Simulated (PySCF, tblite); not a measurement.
# CH₆ClSi₂ radical, a small gas-phase stand-in for a defect centre (C site with back bonds [SiH3], [SiH3], Cl): EPR parameters

Wanted: the EPR parameters for `[SiH3][C]([SiH3])Cl`. It is drawn as: dangling bond.

Computed with tblite 0.8.0 and PySCF 2.14.0; each step states its level. No surroundings beyond the atoms listed, unless a continuum is named. Atoms count from 0, parts from 1.

## Step 1: The system as given

10 atoms, charge 0, multiplicity 2; geometry: distance geometry start.

## Step 2: Geometry optimisation with GFN2-xTB

The job: settings as JSON, then the geometry in Å.

```
{"job": {"kind": "relax", "xc": "GFN2-xTB", "basis": "xTB"}, "charge": 0, "multiplicity": 2}
C     -0.052443     0.747790    -0.063523
Si     1.561671    -0.091114    -0.034891
Si    -1.524341    -0.271093     0.242582
Cl    -0.203585     2.155227    -1.060495
H      1.687123    -0.859352     1.201438
H      1.848703    -0.938527    -1.169063
H      2.605364     0.965420    -0.057376
H     -2.142803     0.059994     1.511637
H     -1.154860    -1.687635     0.198923
H     -2.623878    -0.095436    -0.749588
```

Level: GFN2-xTB geometry optimisation, gas phase.

On the command line:

```
OMP_NUM_THREADS=1 python cluster_run.py task.json out
```

This one command runs all jobs of the session in turn.

Output:

```text
step      E/eV     max force
  0    -357.21779    2.110
  1    -357.32673    0.906
  2    -357.35923    0.530
  3    -357.37666    0.553
  4    -357.39978    0.434
  5    -357.41101    0.306
  6    -357.41965    0.275
  7    -357.42562    0.199
  8    -357.43052    0.182
  9    -357.43445    0.144
 10    -357.43708    0.160
 11    -357.43966    0.161
 12    -357.44405    0.224
 13    -357.45020    0.238
 14    -357.45564    0.220
 15    -357.45849    0.162
 16    -357.45974    0.074
 17    -357.46061    0.093
 18    -357.46219    0.134
 19    -357.46466    0.157
 20    -357.46757    0.148
 21    -357.46951    0.079
 22    -357.47025    0.069
 23    -357.47047    0.052
 24    -357.47066    0.037
 25    -357.47093    0.049
 26    -357.47123    0.060
 27    -357.47152    0.052
 28    -357.47174    0.034
 29    -357.47187    0.033
 30    -357.47197    0.031
 31    -357.47208    0.033
 32    -357.47224    0.041
 33    -357.47241    0.046
 34    -357.47256    0.033
 35    -357.47263    0.020
 36    -357.47267    0.019
 37    -357.47271    0.021
 38    -357.47279    0.030
 39    -357.47293    0.036
 40    -357.47310    0.032
 41    -357.47323    0.028
 42    -357.47330    0.021
 43    -357.47337    0.022
 44    -357.47347    0.030
 45    -357.47363    0.031
 46    -357.47378    0.031
 47    -357.47387    0.024
 48    -357.47392    0.020
 49    -357.47399    0.024
 50    -357.47412    0.034
 51    -357.47434    0.037
 52    -357.47457    0.032
 53    -357.47471    0.031
 54    -357.47483    0.032
 55    -357.47498    0.042
 56    -357.47528    0.053
 57    -357.47587    0.071
 58    -357.47669    0.078
 59    -357.47757    0.063
 60    -357.47844    0.062
 61    -357.47905    0.071
 62    -357.47863    0.108
 63    -357.47976    0.071
 64    -357.48014    0.073
 65    -357.48013    0.130
 66    -357.48184    0.082
 67    -357.48277    0.082
 68    -357.48320    0.163
 69    -357.48544    0.077
 70    -357.48661    0.083
 71    -357.48635    0.181
 72    -357.48879    0.058
 73    -357.48926    0.046
 74    -357.48968    0.049
 75    -357.48984    0.044
 76    -357.49019    0.035
 77    -357.49043    0.043
 78    -357.49091    0.062
 79    -357.49128    0.043
 80    -357.49151    0.035
 81    -357.49164    0.028
 82    -357.49172    0.021
 83    -357.49183    0.024
 84    -357.49193    0.021
 85    -357.49199    0.022
 86    -357.49203    0.019
 87    -357.49209    0.023
 88    -357.49219    0.023
 89    -357.49225    0.025
 90    -357.49230    0.018
 91    -357.49233    0.011
 92    -357.49235    0.013
 93    -357.49237    0.012
 94    -357.49239    0.011
 95    -357.49241    0.012
 96    -357.49243    0.013
 97    -357.49246    0.012
 98    -357.49247    0.012
 99    -357.49249    0.008
100    -357.49250    0.012
101    -357.49252    0.013
102    -357.49254    0.016
103    -357.49258    0.023
104    -357.49265    0.031
105    -357.49277    0.049
106    -357.49296    0.062
107    -357.49318    0.059
108    -357.49335    0.042
109    -357.49352    0.038
110    -357.49371    0.047
111    -357.49390    0.049
112    -357.49403    0.029
113    -357.49413    0.020
114    -357.49422    0.023
115    -357.49430    0.034
116    -357.49441    0.038
117    -357.49450    0.024
118    -357.49453    0.011
119    -357.49454    0.011
120    -357.49455    0.010
121    -357.49458    0.011
122    -357.49461    0.010
123    -357.49463    0.010
124    -357.49465    0.012
125    -357.49466    0.011
126    -357.49467    0.008
127    -357.49468    0.004
```

Run time: 2.2 s. Hardware: 1 thread of AMD EPYC 7R43, shared host.

Relaxation path:

```csv
step,energy from step 0 (eV),largest force (eV/Å)
0,0.0000,2.1097
5,-0.1932,0.3060
10,-0.2193,0.1601
15,-0.2407,0.1630
20,-0.2498,0.1488
25,-0.2531,0.0491
30,-0.2542,0.0305
35,-0.2548,0.0194
40,-0.2553,0.0315
45,-0.2558,0.0314
50,-0.2563,0.0342
55,-0.2572,0.0416
60,-0.2606,0.0627
65,-0.2623,0.1299
70,-0.2688,0.0829
75,-0.2721,0.0442
80,-0.2737,0.0348
85,-0.2742,0.0222
90,-0.2745,0.0180
95,-0.2746,0.0117
100,-0.2747,0.0122
105,-0.2750,0.0496
110,-0.2759,0.0472
115,-0.2765,0.0349
120,-0.2768,0.0095
125,-0.2769,0.0112
127,-0.2769,0.0044
```

Distances of close pairs at the start and the end, largest changes first:

```csv
bond,before (Å),after (Å),change (Å)
C0–Si2,1.816,1.875,+0.059
C0–Si1,1.819,1.875,+0.056
Si2–H9,1.491,1.467,-0.025
Si1–H5,1.445,1.467,+0.022
Si1–H6,1.485,1.466,-0.019
Si2–H7,1.450,1.467,+0.017
C0–Cl3,1.731,1.715,-0.016
Si2–H8,1.465,1.461,-0.004
```

## Step 3: Relaxing the molecule at PBE0-D3(BJ)/def2-SVP

The job: settings as JSON, then the geometry in Å.

```
{"job": {"xc": "PBE0", "basis": "def2-SVP", "d3": "d3bj", "grid": 2, "kind": "geom", "shake": 0.01}, "charge": 0, "multiplicity": 2}
C     -0.042049     0.467529    -0.256237
Si     1.707157    -0.104901    -0.146767
Si    -1.686887    -0.272972     0.331327
Cl    -0.218866     2.003613    -1.057859
H      1.684794    -1.386119     0.549496
H      2.265618    -0.246348    -1.495414
H      2.523514     0.886521     0.584276
H     -2.309361     0.649659     1.273455
H     -1.319481    -1.525264     1.010350
H     -2.562887    -0.497301    -0.791153
```

Output:

```text
step   0  E = -1080.03406463  max force = 0.030594
step   1  E = -1080.03760759  max force = 0.003988
step   2  E = -1080.03776877  max force = 0.001423
step   3  E = -1080.03778718  max force = 0.000200
step   4  E = -1080.03778876  max force = 0.000069
optimisation converged
```

It took 33 s on 1 thread of AMD EPYC 7R43, shared host; peak memory 0.5 GiB.

Relaxation path:

```csv
step,energy from step 0 (eV),largest force component (eV/Å)
0,0.0000,1.5732
1,-0.0964,0.2051
2,-0.1008,0.0732
3,-0.1013,0.0103
4,-0.1013,0.0035
```

Close pairs (by a distance rule), those that changed most:

```csv
bond,before (Å),after (Å),change (Å)
Si2–H9,1.441,1.495,+0.054
Si2–H7,1.458,1.495,+0.037
Si1–H4,1.458,1.493,+0.035
C0–Si2,1.897,1.868,-0.029
Si1–H5,1.467,1.495,+0.028
C0–Si1,1.844,1.869,+0.025
Si2–H8,1.471,1.493,+0.022
Si1–H6,1.478,1.495,+0.017
```

The end geometry stands in the next job.

```csv
at the end point,value
point group (found at 0.08 Å tolerance),C2v
"rotational constants (GHz, main isotopes)","3.233, 2.597, 1.490"
dipole moment (D),0.58
⟨S²⟩,0.755
```

## Step 4: EPR parameters: B3LYP/IGLO-III+pcH-1

The job: settings as JSON, then the geometry in Å.

```
{"job": {"kind": "epr"}, "charge": 0, "multiplicity": 2}
C     -0.049031     0.594644    -0.302132
Si     1.705876    -0.037903    -0.194306
Si    -1.627983    -0.170207     0.340619
Cl    -0.238487     2.112627    -1.108681
H      1.698629    -1.351294     0.515435
H      2.275310    -0.206914    -1.566157
H      2.556887     0.936649     0.554894
H     -2.288671     0.756617     1.309812
H     -1.294375    -1.457779     1.018572
H     -2.572665    -0.424588    -0.789994
```

With the program's defaults for keys left out, this is: UKS B3LYP, IGLO-III on C Cl Si, pcH-1 on H, non-relativistic, mean-field spin-orbit, GIAO.

Output:

```text
UKS, coarse grid
  cycle   1  E = -1080.93351835  |g| = 2.01e-01
  cycle   2  E = -1080.94131722  |g| = 8.63e-02
  cycle   3  E = -1080.94319029  |g| = 3.41e-02
  cycle   4  E = -1080.94366838  |g| = 1.09e-02
  cycle   5  E = -1080.94371986  |g| = 6.02e-03
  cycle   6  E = -1080.94374079  |g| = 2.06e-03
  cycle   7  E = -1080.94374329  |g| = 4.96e-04
UKS, final grid
  cycle   1  E = -1080.94378022  |g| = 5.15e-04
  cycle   2  E = -1080.94378014  |g| = 6.76e-04
  cycle   3  E = -1080.94378035  |g| = 1.28e-04
  cycle   4  E = -1080.94378036  |g| = 3.02e-05
  cycle   5  E = -1080.94378036  |g| = 1.58e-05
E = -1080.94378036 Eh   <S^2> = 0.7544 (exact 0.7500)
g shifts (ppm)      1          2          3
  rmc          -154       -154       -154
  gc              6         36         44
  oz_so        -547       8480       9965
  total        -694       8362       9856
hyperfine (MHz)  atom isotope    a_iso     a_fc   dipolar eigenvalues
    0   13C      78.56      77.87    -68.28    -66.99    135.27
    1  29Si      40.87      40.93     -1.92     -0.06      1.98
    2  29Si      40.88      40.94     -1.92     -0.06      1.98
    3  35Cl       6.27       6.27    -31.41    -23.44     54.86
    4    1H      -3.11      -3.12     -3.03     -2.48      5.51
    5    1H      53.32      53.31     -2.82     -1.95      4.77
    6    1H      54.77      54.76     -2.83     -1.93      4.76
    7    1H      53.43      53.42     -2.82     -1.95      4.77
    8    1H      -3.11      -3.11     -3.03     -2.48      5.51
    9    1H      54.69      54.69     -2.83     -1.93      4.76
```

It took 34 s on 1 thread of AMD EPYC 7R43, shared host; peak memory 0.75 GiB.

Principal g values 2.00163, 2.01068, 2.01218; g(iso) = 2.00816, against 2.00232 for a free electron.

Mean a(iso) over the nuclei that a row names, and the largest dipolar term of the row (other rows stand at the frozen geometry):

```csv
nuclei,isotope,a(iso) (MHz),"a(iso) (G, at g = 2.0023)",largest dipolar term (MHz)
C0,13C,78.6,28.0,135.3
"H5, H6, H7, H9",1H,54.1,19.3,4.8
"Si1, Si2",29Si,40.9,14.6,2.0
Cl3,35Cl,6.3,2.2,54.9
"H4, H8",1H,-3.1,-1.1,5.5
```

Mulliken spin populations:

```csv
atom,value (e)
C0,0.81
Si1,-0.02
Si2,-0.02
Cl3,0.11
H4,0.00
H5,0.03
H6,0.03
H7,0.03
H8,0.00
H9,0.03
```

In first order the couplings over 0.8 MHz of 1H, 35Cl give 60 distinct lines over 86.1 G, if the averaged nuclei exchange fast; the same motion can average rows kept apart here too.

Orbitals, density, ELF and potential are computed afterwards from the orbital file.

ELF in a plane through or near 6 of the atoms.

Ten even steps from '0' (0.00) to '9' (1.00):
```
0000000000000000000000000000
0000000000000000000000000000
0000000000011111100000000000
0000000002566666652000000000
0000000004788658875000000000
0000000004883663984000000000
0000000001476115751000000000
0000000000025776210000000000
0000012321466236641232100000
0000023313178228812124200000
0000023135428778336503200000
0000001102132112311011100000
0000001699993002999971000000
0000003999997006999994100000
0000015999996005999995100000
0000001799991001999982000000
0000000025420000245310000000
0000000000000000000000000000
0000000000000000000000000000
0000000000000000000000000000
```
The map spans 10.1 Å across and 9.8 Å up, centred on the molecule. Atoms in the plane (x, y in Å): C0 (0.0, 0.6), Si1 (-1.7, -0.2), Si2 (1.7, -0.2), Cl3 (0.0, 2.3), H4 (-1.5, -1.7), H8 (1.5, -1.7).

On the surface of density 0.002 e/bohr³ the electrostatic potential runs, from the 1st to the 99th percentile, from -0.22 V near Cl3 to 1.17 V near H4.

The spin density lies nearest to C0 67 %; Cl3 16 %.

## Step 5: EPR parameters: BHandHLYP/IGLO-III+pcH-1

The job, as its differences from that of step 4:

```diff
@@ -1,2 +1,2 @@
-{"job": {"kind": "epr"}, "charge": 0, "multiplicity": 2}
+{"job": {"kind": "epr", "xc": "BHandHLYP"}, "charge": 0, "multiplicity": 2}
 C     -0.049031     0.594644    -0.302132
```

With the program's defaults for keys left out, this is: UKS BHandHLYP, IGLO-III on C Cl Si, pcH-1 on H, non-relativistic, mean-field spin-orbit, GIAO.

Output:

```text
UKS, coarse grid
  cycle   1  E = -1080.82588516  |g| = 2.01e-01
  cycle   2  E = -1080.84111922  |g| = 1.34e-01
  cycle   3  E = -1080.84868590  |g| = 5.71e-02
  cycle   4  E = -1080.85051404  |g| = 1.21e-02
  cycle   5  E = -1080.85064182  |g| = 3.54e-03
  cycle   6  E = -1080.85066052  |g| = 1.50e-03
  cycle   7  E = -1080.85066488  |g| = 5.45e-04
UKS, final grid
  cycle   1  E = -1080.85068559  |g| = 3.83e-04
  cycle   2  E = -1080.85068567  |g| = 2.82e-04
  cycle   3  E = -1080.85068571  |g| = 7.84e-05
  cycle   4  E = -1080.85068572  |g| = 6.23e-05
  cycle   5  E = -1080.85068573  |g| = 4.54e-06
E = -1080.85068573 Eh   <S^2> = 0.7570 (exact 0.7500)
g shifts (ppm)      1          2          3
  rmc          -150       -150       -150
  gc              7         45         37
  oz_so        -602       7893       8109
  total        -745       7788       7995
hyperfine (MHz)  atom isotope    a_iso     a_fc   dipolar eigenvalues
    0   13C     107.90     107.29    -70.86    -69.17    140.03
    1  29Si      50.80      50.88     -2.75     -0.04      2.79
    2  29Si      50.81      50.89     -2.75     -0.04      2.79
    3  35Cl      10.58      10.66    -29.88    -19.41     49.29
    4    1H      -3.38      -3.38     -3.17     -2.55      5.72
    5    1H      49.66      49.65     -2.85     -2.09      4.94
    6    1H      51.02      51.02     -2.86     -2.07      4.93
    7    1H      49.77      49.77     -2.85     -2.08      4.94
    8    1H      -3.38      -3.38     -3.17     -2.55      5.72
    9    1H      50.94      50.93     -2.86     -2.07      4.93
```

It took 34 s on 1 thread of AMD EPYC 7R43, shared host; peak memory 0.76 GiB.

In short: g(iso) 2.00733.

## Step 6: Comparing the runs: EPR parameters

g, ⟨S²⟩ and isotropic hyperfine couplings (MHz), with basis size and wall time:

```csv
run,g(iso),⟨S²⟩,13C C0,1H H5 (mean),29Si Si1 (mean),35Cl Cl3,1H H4 (mean),functions,time
B3LYP/IGLO-III+pcH-1,2.00816,0.754,78.6,54.1,40.9,6.3,-3.1,227,34 s
BHandHLYP/IGLO-III+pcH-1,2.00733,0.757,107.9,50.3,50.8,10.6,-3.4,227,34 s
```

## Step 7: Summary of results

| quantity | value |
| --- | --- |
| point group | C2v |
| rotational constants (main isotopes) | 3.23, 2.60, 1.49 GHz |
| g(iso) (B3LYP) | 2.00816 |
| ⟨S²⟩ | 0.754 (exact 0.75) |
| largest a(iso) (averaged by class) | 13C on C0, 78.6 MHz |
| potential on the surface of density 0.002 e/bohr³, 1st and 99th percentile | -0.22 V and 1.17 V |

In words: The start of the PBE0/def2-SVP relaxation was shaken at random by about 0.01 Å, so part of the energy gained, and of the first lengths quoted, undoes that. Relaxing lowered the energy by 0.101 eV in 4 steps; the close pair that moved most is Si2–H9, from 1.441 to 1.495 Å (PBE0/def2-SVP). C0 carries the largest spin population, 0.81 e. The isotropic g lies 5.8 ppt above the free-electron value. The coupling of 13C on C0 runs from 78.6 (B3LYP/IGLO-III+pcH-1) to 107.9 MHz (BHandHLYP/IGLO-III+pcH-1).
